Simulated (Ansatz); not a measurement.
# GdAl: the cost of one run

Computed with Ansatz 0.2.0 (DFT, LDA, all-electron LAPW, scalar-relativistic, unless a step's input says otherwise).

## 1. The system as given

The structure is cubic, space group Pm-3m (No. 221). The conventional cell has a = 3.628 Å, b = 3.628 Å, c = 3.628 Å, α = 90.00°, β = 90.00°, γ = 90.00°. Gd (site symmetry m-3m) has 8 Al at 3.14 Å in its first shell of neighbours. Around Al (site symmetry m-3m) lie 8 Gd at 3.14 Å.

Coordinates:

```xyz
2
Lattice="3.6280 0.0000 0.0000 0.0000 3.6280 0.0000 0.0000 0.0000 3.6280" Properties=species:S:1:pos:R:3 pbc="T T T"
Gd    0.0000    0.0000    0.0000
Al    1.8140    1.8140    1.8140
```

Atoms are numbered in the order of the input: Gd1, Al2.

## 2. Spiral at q = 0, LAPW

File input.yaml:

```yaml
crystal:
  lattice:
    - [3.62796413, 0.0, 0.0]
    - [0.0, 3.62796413, 0.0]
    - [0.0, 0.0, 3.62796413]
  atoms:
    - { symbol: Gd, position: [0.0, 0.0, 0.0], spin: 7.0, spin_axis: [1.0, 0.0, 0.0] }
    - { symbol: Al, position: [0.5, 0.5, 0.5] }
magnetization:
  noncollinear: true
  spin_spiral: { q: [0.0, 0.0, 0.0] }
kpoints:
  mp_grid: { grid: [10, 10, 10] }
scf:
  occupations: { method: fermi_dirac, width: 0.05 }
hamiltonian:
  xc: lda
  pseudopotentials: { kind: all_electron, lapw: { basis_error: 0.0005 } }
output:
  eigenvalues: false
```

Launch:

```
> ansatz run input.yaml --threads 2 --pin off --max-ram 5120MiB --backend cpu --events-out ev --progress --plain --runs-dir out
```

What time and memory should one allow on 2 threads of Arm Neoverse V2, shared host?

About 1.9 min, with a peak of 0.67 GiB.
